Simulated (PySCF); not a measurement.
# The bond of ZnBr, level by level

One table from this session's results is given with a row withheld; the runs are named, their logs left out.

Program: PySCF 2.14.0. Level of theory: Zn pcseg-1, Br pcseg-1, no relativity. These are calculated values, not measurements.

The first run:

A driver script around PySCF takes these settings:

- atoms: Zn, Br
- charge: 0
- basis: Zn pcseg-1, Br pcseg-1
- Hamiltonian: no relativity
- basis functions: 58
- electrons treated: 65
- masses in u: 63.9291, 78.9183
- levels: PBE0, PBE, r²SCAN, B97-3, LDA, TPSSh, HSE06, HF, MP2, SCS-MP2
- grid: 80 radial by 434 angular points
- occupations: held fixed by the projection of orbital angular momentum
- dissociation limit: Zn + Br, each in its ground configuration
- starting distance in angstrom: 2.305
- values of 2S to try: 1, 3

Launch:

```bash
$ OMP_NUM_THREADS=1 python dia.py task.json out
```

Among the steps run: Set-up; PBE0 along the bond; Other states along the same grid; PBE (GGA); r²SCAN (meta-GGA); B97-3; LDA; TPSSh; HSE06 (range-separated hybrid); UHF (mean field).

One table of the session follows, with a row left open; its other results are not shown here.

Energy (eV) from each level's lowest point:

```
R (Å)    UHF  UHF-MP2  UHF-SCS-MP2    LDA    PBE
2.000  0.989    0.766        0.815  0.645  0.853
2.092  0.450    0.297        0.329  0.244  0.379
2.186  0.151    0.064        0.081  0.051  0.123
2.255  0.040    0.000        0.006  0.000  0.031
2.325  0.000    0.004        0.000  0.006  0.000
2.395  0.014    0.058        0.045  0.053  0.014
2.488  0.093    0.185        0.160  0.158  0.080
2.604  0.255    0.399        0.360  0.329  0.208
2.744      ?        ?            ?      ?      ?
2.929  0.855    1.082        1.012  0.848  0.642
```

**Question.** Estimate the row for R (Å) = 2.744.

Worked estimate for «UHF». A straight line through the neighbours (2.604, 0.255) and (2.929, 0.855) gives 0.255 + (0.855 − 0.255) × (2.744 − 2.604) / (2.929 − 2.604) = 0.513; a parabola fitted to 3 rows on both sides gives 0.487.

The run gave: UHF: 0.502; UHF-MP2: 0.692; UHF-SCS-MP2: 0.638; LDA: 0.555; PBE: 0.393. In «UHF» the line misses by +0.011 and the parabola by -0.015.

State 2 has its PBE0 minimum 7.58 eV higher. The other levels ran on the lowest alone.
